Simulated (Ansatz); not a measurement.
# Na: the cost of one run

Method: DFT PBEsol, scalar-relativistic, plane waves, PAW, in Ansatz 0.2.0.

1 further run of the same task is left out (set aside as unsound or not needed).

## Step 1: The structure to begin with

Symmetry: Im-3m, No. 229, cubic system. The conventional cell has a = 4.235 Å, b = 4.235 Å, c = 4.235 Å, α = 90.00°, β = 90.00°, γ = 90.00°. Na (site symmetry m-3m) is surrounded by 8 Na at 3.67 Å.

As a file:

```cif
data_structure
_symmetry_space_group_name_H-M 'P 1'
_symmetry_Int_Tables_number 1
_cell_length_a 3.6676
_cell_length_b 3.6676
_cell_length_c 3.6676
_cell_angle_alpha 109.471
_cell_angle_beta 109.471
_cell_angle_gamma 109.471
_cell_volume 37.98
loop_
_atom_site_label
_atom_site_type_symbol
_atom_site_fract_x
_atom_site_fract_y
_atom_site_fract_z
_atom_site_occupancy
Na1 Na 0.00000 0.00000 0.00000 1
```

The structure comes from the Crystallography Open Database.

## Step 2: A distortion that keeps the symmetry

Against the listed cell: strain xx, yy, zz, yz, xz, xy = +4.9, +4.9, +4.9, +0.0, +0.0, +0.0 %.

Contents of input.yaml:

```yaml
crystal:
  lattice:
    - [-2.221490425, 2.221490425, 2.221490425]
    - [2.221490425, -2.221490425, 2.221490425]
    - [2.221490425, 2.221490425, -2.221490425]
  atoms:
    - { symbol: Na, position: [0.0, 0.0, 0.0] }
basis:
  ecutwfc: 420
kpoints:
  mp_grid: { grid: [14, 14, 14] }
hamiltonian:
  xc: pbesol
scf:
  occupations: { method: gaussian, width: 0.1 }
output:
  forces: true
  stress: true
  eigenvalues: true
```

On the command line:

```console
$ ansatz run input.yaml --threads 1 --pin off --max-ram 1331MiB --backend cpu --events-out ev --progress --plain --runs-dir out
```

**Question.** How long does this run take on 1 thread of an x86-64 CPU, shared host, and how much memory does it need?

About 4.1 s, with a peak of 0.33 GiB.
